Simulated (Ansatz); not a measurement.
**BH₃SZn: ionisation energy by level of theory**

The task here is to estimate one member of a computed series from the others.

Program: Ansatz 0.2.0, Gaussian basis. Level of theory: unrestricted cation, the program's frozen cores in correlated methods. These are calculated values, not measurements.

The runs, in order: UKS PBE-D4/def2-TZVPP; UKS r2SCAN-D4/def2-TZVPP; UKS PBE0-D4/def2-TZVPP; UKS B3LYP-D4/def2-TZVPP; UKS wB97X-V/def2-TZVPP; UKS wB97M-V/def2-TZVPP; UKS B2PLYP (frozen core with 3s3p of Cu, Zn)/def2-TZVPP; UHF-CCSD(T) with 3s3p of Cu, Zn/def2-TZVPP; UHF-CCSD(T) with 3s3p of Cu, Zn/def2-QZVPP; extrapolation to the limit; then −ε(HOMO) from the neutral's earlier runs with LDA (SPW92), PBE-D4, revPBE-D4, BLYP-D4, r2SCAN-D4, B97M-V, PBE0-D4, B3LYP-D4, r2SCANh-D4, r2SCAN0-D4, HSE06-D4, BHLYP-D4, CAM-B3LYP-D4, LC-ωPBE, ωB97X-V, ωB97M-V.

## Structure used throughout

An earlier PBE0-D4 in a triple-zeta def2 set relaxation fixed the geometry.

6 atoms, charge 0, spin multiplicity 1.

Atoms are counted from 1 here; the program's logs count them from 0.

Bond lengths: B1–S2 1.776 Å, B1–H4 1.194 Å, B1–H5 1.205 Å, S2–Zn3 2.187 Å, Zn3–H6 1.529 Å. Angles: S2–B1–H4 119.1°, S2–B1–H5 121.9°, H4–B1–H5 119.0°, B1–S2–Zn3 88.5°, S2–Zn3–H6 178.2°.

Set-up of the first run:

in.yaml

```yaml
crystal:
  periodic: [false, false, false]
  atoms:
    - {symbol: B, position_ang: [-0.734215, 0.202122, -0.896285]}
    - {symbol: S, position_ang: [-0.747096, -1.289401, 0.067813]}
    - {symbol: Zn, position_ang: [0.902101, -0.471780, 1.248065]}
    - {symbol: H, position_ang: [-1.516334, 0.321583, -1.790379]}
    - {symbol: H, position_ang: [0.040762, 1.097568, -0.674838]}
    - {symbol: H, position_ang: [2.054772, 0.139908, 2.045624]}
basis:
  gaussian: {orbitals: def2-TZVPP}
total_charge: 1
magnetization: {spin_polarized: true, initial_magnetization: 1}
hamiltonian: {xc: pbe, dispersion: d4}
```

Launch:

```sh
> ansatz run in.yaml --threads 2 --pin off --events-out ev --progress --plain --max-ram 32768MiB --backend cpu
```

Among the steps run: Cation, UKS PBE-D4/def2-TZVPP; Cation, UKS r2SCAN-D4/def2-TZVPP; Cation, UKS PBE0-D4/def2-TZVPP; Cation, UKS B3LYP-D4/def2-TZVPP; Cation, UKS wB97X-V/def2-TZVPP; Cation, UKS wB97M-V/def2-TZVPP; Cation, UKS B2PLYP (frozen core with 3s3p of Cu, Zn)/def2-TZVPP; Cation, UHF-CCSD(T) with 3s3p of Cu, Zn/def2-TZVPP; Cation, UHF-CCSD(T) with 3s3p of Cu, Zn/def2-QZVPP.

One table of the session follows, with a row left open; its other results are not shown here.

It belongs to the step «Ionisation energies side by side». Orbital estimates, from the neutral's runs:

```
  functional  −ε(HOMO) (eV)
 LDA (SPW92)           6.91
      PBE-D4           6.81
   revPBE-D4           6.77
     BLYP-D4           6.68
   r2SCAN-D4           7.05
      B97M-V           7.11
     PBE0-D4           7.95
    B3LYP-D4           7.74
  r2SCANh-D4           7.47
  r2SCAN0-D4           8.10
    HSE06-D4           7.55
    BHLYP-D4           8.97
CAM-B3LYP-D4           9.23
     LC-ωPBE          10.58
     ωB97X-V              ?
     ωB97M-V          10.05
```

**Question.** Estimate the row for ωB97X-V.

The run gave: −ε(HOMO) (eV): 10.22. In the column «−ε(HOMO) (eV)» it lies between ωB97M-V (10.05) and LC-ωPBE (10.58).
